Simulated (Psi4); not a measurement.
**CH2FNOSi (SMILES O=C=N[SiH2]F) at HF/STO-3G**

Aim: the vertical ionisation energy of CH2FNOSi at HF/STO-3G, from 2 runs. 

The calculation is run with Psi4 1.11.

2 further runs of the same task are left out: 2 set aside as unsound or not needed.

## 1. The system as given

The species is CH2FNOSi (7 atoms), meant as a singlet with charge 0. As SMILES, `O=C=N[SiH2]F`. Geometry: relaxed at PBE0-D4/def2-TZVP. This is one conformer, not always the lowest.

Bond lengths: O1–C2 1.162 Å, C2–N3 1.195 Å, N3–Si4 1.694 Å, Si4–F5 1.591 Å, Si4–H6 1.475 Å, Si4–H7 1.475 Å. Angles: O1–C2–N3 178.4°, C2–N3–Si4 166.0°, N3–Si4–F5 109.2°, N3–Si4–H6 109.0°, N3–Si4–H7 109.0°, F5–Si4–H6 108.2°, F5–Si4–H7 108.2°, H6–Si4–H7 113.2°.

## 2. A single-point energy at HF/STO-3G

calc.in

```
memory 2200 MB

molecule system {
  O     -0.573800    -2.908000    -0.552000
  C     -0.306900    -1.816900    -0.256100
  N     -0.019000    -0.706200     0.076100
  Si     0.212100     0.968300     0.188900
  F     -0.420200     1.671000    -1.091000
  H     -0.490300     1.470300     1.384800
  H      1.659300     1.253600     0.203700
  symmetry c1
}

set {
  reference     rhf
  puream        true
  e_convergence 1e-09
  d_convergence 1e-08
  scf_type      pk
}

energy_value, wavefunction = energy("scf/STO-3G", return_wfn=True)
oeprop(wavefunction, "QUADRUPOLE", "MAYER_INDICES", "LOWDIN_CHARGES")
print_variables()
```

Command:

```console
$ psi4 -i calc.in -o calc.out -n 1
```

calc.out:

```text
[...]
  Running in c1 symmetry.
[...]
  Nuclear repulsion =  204.922898825379804
[...]
  Multiplicity = 1
[...]
  Nalpha       = 23
  Nbeta        = 23
[...]
    Number of basis functions: 31
[...]
   @RHF iter   1:  -549.67517008341326   -2.42399e+00   1.43234e-02 DIIS/ADIIS
[...]
   @RHF iter  12:  -549.80509621279884   -2.16005e-12   5.05496e-09 DIIS
[...]
    Orbital Energies [Eh]
    ---------------------
    Doubly Occupied:
       1A    -68.089330     2A    -25.851491     3A    -20.302880
       4A    -15.273446     5A    -11.201548     6A     -6.060922
       7A     -4.087661     8A     -4.086425     9A     -4.086209
      10A     -1.461705    11A     -1.379568    12A     -1.150210
      13A     -0.765787    14A     -0.608414    15A     -0.577704
      16A     -0.575658    17A     -0.560886    18A     -0.523949
      19A     -0.490620    20A     -0.443004    21A     -0.414130
      22A     -0.316851    23A     -0.310284
[...]
  @RHF Final Energy:  -549.80509621279884
   => Energetics <=
    Nuclear Repulsion Energy =            204.9228988253798036
    One-Electron Energy =               -1172.2186289256553664
    Two-Electron Energy =                 417.4906338874767471
    Total Energy =                       -549.8050962127988441
[...]
 Multipole Moments:
 ------------------------------------------------------------------------------------
     Multipole            Electronic (a.u.)      Nuclear  (a.u.)        Total (a.u.)
 ------------------------------------------------------------------------------------
 L = 1.  Multiply by 2.5417464519 to convert [e a0] to [Debye]
 Dipole X            :         -1.3355118            1.6411834            0.3056717
 Dipole Y            :         -0.3967058            1.1609442            0.7642383
 Dipole Z            :         -2.3616071            2.7787097            0.4171026
 Magnitude           :                                                    0.9227513
 L = 2.  Multiply by 1.3450342976 to convert [e a0^2] to [Debye ang]
 Quadrupole XX       :        -49.8374073           27.1142010          -22.7232064
 Quadrupole XY       :        -48.9123468           48.7944377           -0.1179091
[...]
```

Wall time 3.6 s (1 thread of Intel Xeon Platinum 8259CL at 2.50GHz (Skylake/Cascade Lake), shared host); peak memory 0.18 GiB.

## 3. The doublet cation: energy and gradient at UHF/STO-3G

input.json

```json
{
 "schema_name": "qcschema_input",
 "schema_version": 1,
 "molecule": {
  "schema_name": "qcschema_molecule",
  "schema_version": 2,
  "symbols": ["O", "C", "N", "Si", "F", "H", "H"],
  "geometry": [-1.08432485, -5.49532357, -1.04312882, -0.57995695, -3.4334434, -0.48395886, -0.0359048, -1.33452459, 0.14380816, 0.40081091, 1.82982181, 0.35696926, -0.79406292, 3.15773235, -2.0616912, -0.92653272, 2.77846432, 2.61689274, 3.13562256, 2.36896067, 0.38493721],
  "molecular_charge": 1,
  "molecular_multiplicity": 2,
  "fix_symmetry": "c1",
  "fix_com": true,
  "fix_orientation": true
 },
 "driver": "gradient",
 "model": {
  "method": "hf",
  "basis": "STO-3G"
 },
 "keywords": {
  "reference": "uhf",
  "puream": true,
  "e_convergence": 1e-09,
  "d_convergence": 1e-08,
  "scf_type": "pk",
  "maxiter": 100,
  "scf_properties": ["LOWDIN_CHARGES", "WIBERG_LOWDIN_INDICES", "MAYER_INDICES"]
 }
}
```

Command:

```console
$ psi4 --qcschema input.json -n 1 --memory 2200MB
```

stdout (excerpt; [...] marks lines left out):

```text
[...]
  Running in c1 symmetry.
[...]
  Nuclear repulsion =  204.922898997471236
[...]
  Multiplicity = 2
[...]
  Nalpha       = 23
  Nbeta        = 22
[...]
    Number of basis functions: 31
[...]
   @UHF iter   1:  -549.34652100188168   -2.09534e+00   1.50432e-02 ADIIS/DIIS
[...]
   @UHF iter  24:  -549.56055454461625   -1.15961e-11   9.35084e-09 DIIS
[...]
   @S^2 Observed:                9.433868535E-01
[...]
  @UHF Final Energy:  -549.56055454461625
   => Energetics <=
    Nuclear Repulsion Energy =            204.9228989974712363
    One-Electron Energy =               -1158.3917604546502389
    Two-Electron Energy =                 403.9083069125626935
    Total Energy =                       -549.5605545446162523
  UHF NO Occupations:
  HONO-2 :   21  A 1.9949938
  HONO-1 :   22  A 1.9080041
[...]
 Multipole Moments:
 ------------------------------------------------------------------------------------
     Multipole            Electronic (a.u.)      Nuclear  (a.u.)        Total (a.u.)
 ------------------------------------------------------------------------------------
 L = 1.  Multiply by 2.5417464519 to convert [e a0] to [Debye]
 Dipole X            :         11.6857112          -11.7317978           -0.0460866
 Dipole Y            :         13.1878119          -14.7203996           -1.5325877
 Dipole Z            :         20.9443435          -20.7979478            0.1463956
 Magnitude           :                                                    1.5402535
[...]
  -Total Gradient:
     Atom            X                  Y                   Z
    ------   -----------------  -----------------  -----------------
       1        0.038995549501     0.160527709082     0.043039440001
       2       -0.020555083778    -0.083566873423    -0.023031163802
       3       -0.007289186493    -0.004733297474    -0.012688247389
       4       -0.031174006171    -0.118893429312    -0.035186009374
       5        0.007726981077     0.007169273734     0.012768674460
       6       -0.010824303880     0.021419475349     0.016864000103
       7        0.023120049741     0.018077142044    -0.001766694001
[...]
```

The result, in JSON:

```text
{
 "driver": "gradient",
 "model": {
  "method": "hf",
  "basis": "STO-3G"
 },
 "success": true,
 "return_result": [0.038995549500849686, 0.16052770908224667, 0.04303944000086188, -0.02055508377810862, -0.0835668734233933, -0.02303116380196988, -0.007289186492599797, -0.004733297474239007, -0.012688247388718071, -0.03117400617057134, -0.11889342931234156, -0.0351860093735132, 0.007726981076876041, 0.007169273733946865, 0.012768674459710472, -0.01082430387966403, 0.02141947534876522, 0.016864000103197746, 0.023120049741191223, 0.018077142044102767, -0.0017666940008818689],
 "properties": {
  "calcinfo_nbasis": 31,
  "calcinfo_nmo": 31,
  "calcinfo_nalpha": 23,
  "calcinfo_nbeta": 22,
  "calcinfo_natom": 7,
  "nuclear_repulsion_energy": 204.92289899747124,
  "return_energy": -549.5605545446163,
  "return_gradient": [0.038995549500849686, 0.16052770908224667, 0.04303944000086188, -0.02055508377810862, -0.0835668734233933, -0.02303116380196988, -0.007289186492599797, -0.004733297474239007, -0.012688247388718071, -0.03117400617057134, -0.11889342931234156, -0.0351860093735132, 0.007726981076876041, 0.007169273733946865, 0.012768674459710472, -0.01082430387966403, 0.02141947534876522, 0.016864000103197746, 0.023120049741191223, 0.018077142044102767, -0.0017666940008818689],
  "scf_one_electron_energy": -1158.3917604546502,
  "scf_two_electron_energy": 403.9083069125627,
  "scf_dipole_moment": [-0.04608657638759972, -1.5325877104862933, 0.14639564641184322],
  "scf_total_energy": -549.5605545446163,
  "scf_total_gradient": [0.038995549500849686, 0.16052770908224667, 0.04303944000086188, -0.02055508377810862, -0.0835668734233933, -0.02303116380196988, -0.007289186492599797, -0.004733297474239007, -0.012688247388718071, -0.03117400617057134, -0.11889342931234156, -0.0351860093735132, 0.007726981076876041, 0.007169273733946865, 0.012768674459710472, -0.01082430387966403, 0.02141947534876522, 0.016864000103197746, 0.023120049741191223, 0.018077142044102767, -0.0017666940008818689],
  "scf_iterations": 24
 }
}
```

Wall time 4.2 s (1 thread of Intel Xeon Platinum 8259CL at 2.50GHz (Skylake/Cascade Lake), shared host); peak memory 0.18 GiB.

## 4. Summary of results

At HF/STO-3G:

```
                                          quantity          value
                    singlet CH2FNOSi: total energy  -549.80510 Eh
                   singlet CH2FNOSi: dipole moment         2.35 D
                     singlet CH2FNOSi: HOMO energy       -8.44 eV
                     singlet CH2FNOSi: LUMO energy        9.55 eV
                   singlet CH2FNOSi: HOMO–LUMO gap       18.00 eV
                      doublet cation: total energy  -549.56055 Eh
doublet cation: HOMO energy (highest over α and β)      -16.39 eV
 doublet cation: LUMO energy (lowest over α and β)       -4.92 eV
                              doublet cation: ⟨S²⟩          0.943
          doublet cation: largest force on an atom     8.778 eV/Å
vertical ionisation energy (to the doublet cation)       6.654 eV
```

In words: The vertical ionisation energy comes to 6.65 eV (642 kJ/mol). The negative HOMO energy of the first species, 8.44 eV, lies 1.79 eV above that difference. In a minimal basis such a difference can be off by several eV, whatever the method. ⟨S²⟩ (doublet cation) is 0.94 where a pure doublet has 0.75: the reference is spin-contaminated.
